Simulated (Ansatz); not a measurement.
# ClFH₄O₂Si₂: up Jacob's ladder to CCSD(T)

An exercise on one series of results from a longer session: the logs are not shown, and one member is left open.

Computed with Ansatz 0.2.0, Gaussian basis. Level: functionals in def2-TZVPP, the program's frozen cores in correlated methods.

Plan: PBE-D4, r2SCAN-D4, PBE0-D4, B3LYP-D4, ωB97X-V, ωB97M-V, B2PLYP; CCSD(T)/def2-TZVPP; MP2/def2-QZVPP; extrapolation to the limit.

**The relaxed structure**

An earlier PBE0-D4 in a triple-zeta def2 set relaxation fixed the geometry.

SMILES `O[Si](O)(F)[SiH2]Cl`, 10 atoms, charge 0, spin multiplicity 1.

Atoms are counted from 1 here; the program's logs count them from 0.

Bond lengths: O1–Si2 1.621 Å, O1–H7 0.960 Å, Si2–O3 1.633 Å, Si2–F4 1.600 Å, Si2–Si5 2.337 Å, O3–H8 0.958 Å, Si5–Cl6 2.060 Å, Si5–H9 1.485 Å, Si5–H10 1.483 Å. Angles: Si2–O1–H7 118.7°, O1–Si2–O3 107.9°, O1–Si2–F4 111.3°, O1–Si2–Si5 108.2°, O3–Si2–F4 107.8°, O3–Si2–Si5 115.0°, F4–Si2–Si5 106.7°, Si2–O3–H8 118.9°, Si2–Si5–Cl6 108.7°, Si2–Si5–H9 110.7°, Si2–Si5–H10 112.0°, Cl6–Si5–H9 107.9°, Cl6–Si5–H10 108.5°, H9–Si5–H10 109.1°.

As a file:

```
O    -1.33171    0.71991   -1.25610
Si   -0.29056   -0.34523   -0.61553
O     1.01199   -0.42403   -1.59648
F    -0.93175   -1.80954   -0.53725
Si    0.16448    0.30742    1.58202
Cl    1.16120    2.11014    1.54120
H    -1.33916    0.84050   -2.20801
H     1.58660   -1.18905   -1.54187
H     1.04385   -0.68430    2.25246
H    -1.07494    0.47418    2.37957
```

The first run:

in.yaml reads:

```yaml
crystal:
  periodic: [false, false, false]
  atoms:
    - {symbol: O, position_ang: [-1.331707, 0.719907, -1.256103]}
    - {symbol: Si, position_ang: [-0.290562, -0.345227, -0.615531]}
    - {symbol: O, position_ang: [1.011988, -0.424034, -1.596482]}
    - {symbol: F, position_ang: [-0.931752, -1.809539, -0.537248]}
    - {symbol: Si, position_ang: [0.164485, 0.307422, 1.582020]}
    - {symbol: Cl, position_ang: [1.161203, 2.110137, 1.541199]}
    - {symbol: H, position_ang: [-1.339158, 0.840503, -2.208010]}
    - {symbol: H, position_ang: [1.586601, -1.189049, -1.541866]}
    - {symbol: H, position_ang: [1.043850, -0.684298, 2.252462]}
    - {symbol: H, position_ang: [-1.074941, 0.474178, 2.379569]}
basis:
  gaussian: {orbitals: def2-TZVPP}
hamiltonian: {xc: pbe, dispersion: d4}
output: {forces: true, orbitals: {seedname: orbitals}}
```

The run is started by

```
ansatz run in.yaml --threads 4 --pin off --events-out ev --progress --plain --max-ram 10444MiB
```

Among the steps run: PBE-D4 (GGA); r2SCAN-D4 (meta-GGA); PBE0-D4 (hybrid); B3LYP-D4 (hybrid); ωB97X-V (range-separated); ωB97M-V (range-separated); B2PLYP (double hybrid); CCSD(T) in def2-TZVPP; MP2 in def2-QZVPP.

One of the session's tables, all rows but one given; the rest of the session is left out.

It belongs to the step «Atomisation energies». 

| method | atomisation energy (eV) |
| --- | --- |
| PBE-D4 | 39.024 |
| r2SCAN-D4 | 38.825 |
| PBE0-D4 | 38.234 |
| B3LYP-D4 | 38.384 |
| ωB97X-V | 38.908 |
| ωB97M-V | 38.829 |
| B2PLYP | 38.145 |
| HF/def2-TZVPP | ? |
| MP2/def2-TZVPP | 38.813 |
| CCSD/def2-TZVPP | 37.059 |
| CCSD(T)/def2-TZVPP | 37.662 |
| MP2/CBS | 40.147 |
| CCSD(T)/CBS | 38.996 |

**Question.** Estimate the row for HF/def2-TZVPP.

**Answer.** atomisation energy (eV): 28.016. In the column «atomisation energy (eV)» it is the lowest.

Limits of these values: Free atoms (2 O, 2 Si, 1 F, 1 Cl, 4 H) were run apart at each level; the atomisation energy is their sum less the molecule, without zero-point or spin-orbit terms.
